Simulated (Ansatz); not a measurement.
# BClH4SeSi: up Jacob's ladder to CCSD(T)

An exercise on one series of results from a longer session: the logs are not shown, and one member is left open.

The runs use Ansatz 0.2.0, Gaussian basis; functionals in def2-TZVPP, the program's frozen cores in correlated methods.

Levels to be run: PBE-D4, r2SCAN-D4, PBE0-D4, B3LYP-D4, ωB97X-V, ωB97M-V, B2PLYP; CCSD(T)/def2-TZVPP; MP2/def2-QZVPP; extrapolation to the limit.

## The relaxed structure

All runs share one geometry, relaxed beforehand with PBE0-D4 in a triple-zeta def2 set.

SMILES `B[Se][SiH2]Cl`, 8 atoms, charge 0, spin multiplicity 1.

Atoms are counted from 1 here; the program's logs count them from 0.

Bond lengths: B1–Se2 1.913 Å, B1–H5 1.191 Å, B1–H6 1.191 Å, Se2–Si3 2.280 Å, Si3–Cl4 2.050 Å, Si3–H7 1.479 Å, Si3–H8 1.478 Å. Angles: Se2–B1–H5 116.3°, Se2–B1–H6 120.9°, H5–B1–H6 122.8°, B1–Se2–Si3 97.3°, Se2–Si3–Cl4 111.3°, Se2–Si3–H7 107.9°, Se2–Si3–H8 109.6°, Cl4–Si3–H7 107.8°, Cl4–Si3–H8 108.1°, H7–Si3–H8 112.2°.

Set-up of the first run:

File in.yaml:

```yaml
crystal:
  periodic: [false, false, false]
  atoms:
    - {symbol: B, position_ang: [-0.674979, 1.634373, -0.347874]}
    - {symbol: Se, position_ang: [1.106416, 0.940197, -0.420383]}
    - {symbol: Si, position_ang: [0.631509, -1.158270, 0.334932]}
    - {symbol: Cl, position_ang: [-0.017303, -2.368366, -1.187765]}
    - {symbol: H, position_ang: [-0.815720, 2.763471, -0.698328]}
    - {symbol: H, position_ang: [-1.578804, 0.960325, 0.035842]}
    - {symbol: H, position_ang: [1.879341, -1.740956, 0.875579]}
    - {symbol: H, position_ang: [-0.438260, -1.087875, 1.352095]}
basis:
  gaussian: {orbitals: def2-TZVPP}
hamiltonian: {xc: pbe, dispersion: d4}
output: {forces: true, orbitals: {seedname: orbitals}}
```

On the command line:

```sh
> ansatz run in.yaml --threads 4 --pin off --events-out ev --progress --plain --max-ram 10444MiB
```

Steps of the session up to this table: PBE-D4 (GGA); r2SCAN-D4 (meta-GGA); PBE0-D4 (hybrid); B3LYP-D4 (hybrid); ωB97X-V (range-separated); ωB97M-V (range-separated); B2PLYP (double hybrid); CCSD(T) in def2-TZVPP; MP2 in def2-QZVPP.

One table of the session follows, with a row left open; its other results are not shown here.

| method | atomisation energy (kJ/mol) |
| --- | --- |
| PBE-D4 | 2504.6 |
| r2SCAN-D4 | 2513.0 |
| PBE0-D4 | 2488.0 |
| B3LYP-D4 | 2482.1 |
| ωB97X-V | 2506.5 |
| ωB97M-V | 2494.1 |
| B2PLYP | 2453.9 |
| HF/def2-TZVPP | 1895.6 |
| MP2/def2-TZVPP | ? |
| CCSD/def2-TZVPP | 2387.1 |
| CCSD(T)/def2-TZVPP | 2423.3 |
| MP2/CBS | 2531.6 |
| CCSD(T)/CBS | 2496.3 |

Estimate the missing values for MP2/def2-TZVPP.

The run gave: atomisation energy (kJ/mol): 2458.7. In the column «atomisation energy (kJ/mol)» it lies between B2PLYP (2453.9) and B3LYP-D4 (2482.1).

Caveats from the session: Free atoms (1 B, 1 Se, 1 Si, 1 Cl, 4 H) were run apart at each level; the atomisation energy is their sum less the molecule, without zero-point or spin-orbit terms.
